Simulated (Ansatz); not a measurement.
# BW16: the cost of one run

Program: Ansatz 0.2.0. Level of theory: DFT PBE+D3(BJ), plane waves, PAW, scalar-relativistic, no spin polarisation. These are calculated values, not measurements.

## (1) The system as given

The cell holds 17 atoms (BW16): a = 6.320 Å, b = 5.473 Å, c = 17.703 Å, α = 90.00°, β = 90.00°, γ = 54.74°.

The coordinates stand in the first input below.

## (2) End point A

input.yaml

```yaml
crystal:
  lattice:
    - [6.32, 0.0, 0.0]
    - [3.16, 4.468915, 0.0]
    - [0.0, 0.0, 17.703372]
  atoms:
    - { symbol: W, position: [-0.25, 0.5, 0.0564864] }
    - { symbol: W, position: [0.25, 0.5, 0.0564864] }
    - { symbol: W, position: [-0.25, 1.0, 0.0564864] }
    - { symbol: W, position: [0.25, 1.0, 0.0564864] }
    - { symbol: W, position: [0.0, 0.0, 0.1827029] }
    - { symbol: W, position: [0.5, 0.0, 0.1827029] }
    - { symbol: W, position: [0.0, 0.5, 0.1827029] }
    - { symbol: W, position: [0.5, 0.5, 0.1827029] }
    - { symbol: W, position: [-0.25, 0.5, 0.3089194] }
    - { symbol: W, position: [0.25, 0.5, 0.3089194] }
    - { symbol: W, position: [-0.25, 1.0, 0.3089194] }
    - { symbol: W, position: [0.25, 1.0, 0.3089194] }
    - { symbol: W, position: [0.0, 0.0, 0.4351359] }
    - { symbol: W, position: [0.5, 0.0, 0.4351359] }
    - { symbol: W, position: [0.0, 0.5, 0.4351359] }
    - { symbol: W, position: [0.5, 0.5, 0.4351359] }
    - { symbol: B, position: [0.7482371, 0.4949361, 0.5481087] }
basis:
  ecutwfc: 420.0
kpoints:
  mp_grid: { grid: [3, 4, 1] }
hamiltonian:
  xc: pbe
  dispersion: d3bj
  pseudopotentials: { kind: paw, azcp: { folder: soft_1 } }
scf:
  occupations: { method: gaussian, width: 0.05 }
  lower_state_search: "off"
relax:
  f_tol: 0.03
  max_steps: 60
  adjacent_minimum: "off"
  constraints: [{ sites: [0, 1, 2, 3] }]
```

The run is started by

```bash
ansatz run input.yaml --threads 4 --pin off --max-ram 10240MiB --backend cpu --events-out ev --progress --plain --runs-dir out
```

**Question.** How long does this run take on 4 threads of Arm Neoverse V2, shared host, and how much memory does it need?

About 90 s, with a peak of 1.6 GiB.
